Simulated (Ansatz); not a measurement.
**CH8AlBSi: small, medium and large basis sets**

One table from this session's results is given with a row withheld; the runs are named, their logs left out.

Method: one geometry, several basis sets; program: Ansatz 0.2.0, Gaussian basis.

The runs, in order: PBE0-D4/def2-SVP; ωB97M-V/def2-SVP; PBE0-D4/def2-QZVPP; ωB97M-V/def2-QZVPP; the functionals' def2-TZVPP values are taken from earlier runs.

**The relaxed structure**

The geometry comes from an earlier relaxation with PBE0-D4 in a triple-zeta def2 set; it is a stationary point, not always the lowest conformer.

SMILES `CB[SiH2][AlH2]`, 12 atoms, charge 0, spin multiplicity 1.

Atoms are counted from 1 here; the program's logs count them from 0.

Bond lengths: C1–B2 1.555 Å, C1–H5 1.094 Å, C1–H6 1.091 Å, C1–H7 1.103 Å, B2–Si3 1.992 Å, B2–H8 1.202 Å, Si3–Al4 2.463 Å, Si3–H9 1.494 Å, Si3–H10 1.491 Å, Al4–H11 1.589 Å, Al4–H12 1.590 Å. Angles: B2–C1–H5 113.2°, B2–C1–H6 116.2°, B2–C1–H7 104.8°, H5–C1–H6 109.8°, H5–C1–H7 104.8°, H6–C1–H7 106.9°, C1–B2–Si3 123.5°, C1–B2–H8 118.5°, Si3–B2–H8 118.0°, B2–Si3–Al4 101.8°, B2–Si3–H9 113.6°, B2–Si3–H10 115.0°, Al4–Si3–H9 107.4°, Al4–Si3–H10 109.3°, H9–Si3–H10 109.3°, Si3–Al4–H11 121.4°, Si3–Al4–H12 119.7°, H11–Al4–H12 118.8°.

The first run:

in.yaml

```yaml
crystal:
  periodic: [false, false, false]
  atoms:
    - {symbol: C, position_ang: [-1.089758, 1.681272, 0.152336]}
    - {symbol: B, position_ang: [-0.058585, 0.751973, 0.853778]}
    - {symbol: Si, position_ang: [1.343284, -0.270416, -0.124540]}
    - {symbol: Al, position_ang: [0.176825, -2.383645, -0.613859]}
    - {symbol: H, position_ang: [-2.101576, 1.587799, 0.558727]}
    - {symbol: H, position_ang: [-1.122007, 1.630421, -0.937117]}
    - {symbol: H, position_ang: [-0.772780, 2.703919, 0.415976]}
    - {symbol: H, position_ang: [-0.144751, 0.594310, 2.041786]}
    - {symbol: H, position_ang: [1.725520, 0.341370, -1.432883]}
    - {symbol: H, position_ang: [2.576494, -0.559678, 0.661801]}
    - {symbol: H, position_ang: [0.400870, -3.679298, 0.278356]}
    - {symbol: H, position_ang: [-0.856537, -2.453028, -1.820358]}
basis:
  gaussian: {orbitals: def2-SVP}
hamiltonian: {xc: pbe0, dispersion: d4}
output: {orbitals: {seedname: orbitals}}
```

Launch:

```sh
$ ansatz run in.yaml --threads 2 --pin off --events-out ev --progress --plain --max-ram 4352MiB
```

Steps of the session up to this table: PBE0-D4 in def2-SVP; ωB97M-V in def2-SVP; PBE0-D4 in def2-QZVPP; ωB97M-V in def2-QZVPP.

One of the session's tables, all rows but one given; the rest of the session is left out.

It belongs to the step «Functionals by basis». 

```
functional       basis  HOMO (eV)  LUMO (eV)
   PBE0-D4    def2-SVP      -7.14      -2.40
   PBE0-D4  def2-TZVPP      -7.12      -2.42
   PBE0-D4  def2-QZVPP      -7.12      -2.43
   ωB97M-V    def2-SVP      -9.05      -0.64
   ωB97M-V  def2-TZVPP          ?          ?
   ωB97M-V  def2-QZVPP      -9.07      -0.76
```

Estimate the missing values for ωB97M-V, def2-TZVPP.

The run gave: HOMO (eV): -9.07; LUMO (eV): -0.71.
